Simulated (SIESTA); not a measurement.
Input of a SIESTA 5.4.2 run:

File Te2MoW2S4.fdf:

```
SystemName                      Te2MoW2S4
SystemLabel                     Te2MoW2S4
NumberOfSpecies                 4
NumberOfAtoms                   9
%block ChemicalSpeciesLabel
  1  74 W
  2  52 Te
  3  42 Mo
  4  16 S
%endblock ChemicalSpeciesLabel

LatticeConstant                 1.0 Ang
%block LatticeVectors
     3.2974321046     0.0000000000     0.0000000000
    -1.6487160523     2.8556599698     0.0000000000
     0.0000000000     0.0000000000    30.5020660000
%endblock LatticeVectors
AtomicCoordinatesFormat         Fractional
%block AtomicCoordinatesAndAtomicSpecies
     0.3333333333     0.6666666667     0.3470200000  1  W
     0.0000000000     0.0000000000     0.5783190000  1  W
     0.3333333333     0.6666666667     0.1783370000  2  Te
     0.3333333333     0.6666666667     0.0529170000  2  Te
     0.0000000000     0.0000000000     0.1156140000  3  Mo
     0.0000000000     0.0000000000     0.2966420000  4  S
     0.3333333333     0.6666666667     0.6286960000  4  S
     0.3333333333     0.6666666667     0.5279300000  4  S
     0.0000000000     0.0000000000     0.3973670000  4  S
%endblock AtomicCoordinatesAndAtomicSpecies

%block kgrid.MonkhorstPack
    9   0   0  0.0
    0   9   0  0.0
    0   0   1  0.0
%endblock kgrid.MonkhorstPack
XC.Functional                   GGA
XC.Authors                      PBEsol
PAO.BasisSize                   DZP
PAO.EnergyShift                 0.003 Ry
Mesh.Cutoff                     800 Ry
OccupationFunction              FD
ElectronicTemperature           0.05 eV
MaxSCFIterations                120
SCF.MustConverge                false
SCF.Mixer.Method                Pulay
SCF.Mixer.Weight                0.25
SCF.Mixer.History               8
SCF.DM.Tolerance                5.0e-05
SCF.H.Tolerance                 1.0e-03 eV
WriteForces                     true
Charge.Mulliken                 end
BandLinesScale                  ReciprocalLatticeVectors
%block BandLines
    1    0.000000   0.000000   0.000000  \Gamma
   14    0.500000   0.000000   0.000000  M
    8    0.333333   0.333333   0.000000  K
   16    0.000000   0.000000   0.000000  \Gamma
    2    0.000000   0.000000   0.500000  A
   14    0.500000   0.000000   0.500000  L
    8    0.333333   0.333333   0.500000  H
   16    0.000000   0.000000   0.500000  A
    1    0.500000   0.000000   0.500000  L
    2    0.500000   0.000000   0.000000  M
    1    0.333333   0.333333   0.000000  K
    2    0.333333   0.333333   0.500000  H
%endblock BandLines
%block PAO.Basis
  W 5
  n=5 0 2
    3.045 0.000
  n=6 0 2
    7.595 0.000
  n=5 1 2
    3.655 0.000
  n=6 1 1
    7.595
  n=5 2 2
    6.615 0.000
  Te 4
  n=5 0 2
    5.613 0.000
  n=5 1 2
    7.253 0.000
  n=4 2 2
    3.260 0.000
  n=5 2 1
    7.253
  Mo 5
  n=4 0 2
    3.234 0.000
  n=5 0 2
    8.897 0.000
  n=4 1 2
    3.729 0.000
  n=5 1 1
    8.897
  n=4 2 2
    6.735 0.000
%endblock PAO.Basis
```

Potentials or basis: PseudoDojo 0.4 standard (PBEsol files), DZP (energy shift 0.003 Ry; two zetas on semicore shells).

Run with:

```bash
$ siesta < Te2MoW2S4.fdf > Te2MoW2S4.out 2>&1
```

**Question.** Predict the band gap along the path.

**Answer.** 0.12 eV, indirect (least direct gap 0.50 eV).

**Question.** What does it give for the largest force?

**Answer.** 0.191 eV/Å.

Forces on the atoms (eV/Å):
```
W    0.000  0.000 -0.017
W    0.000  0.000 -0.013
Te   0.000  0.000  0.191
Te   0.000  0.000 -0.105
Mo   0.000  0.000  0.001
S    0.000  0.000 -0.031
S    0.000  0.000 -0.028
S    0.000  0.000 -0.002
S    0.000  0.000  0.006
```

Caveat: spin-orbit coupling is left out, which moves the levels of the heavy elements; the basis of atomic orbitals isn't converged, which shifts pressures, moduli and gaps.
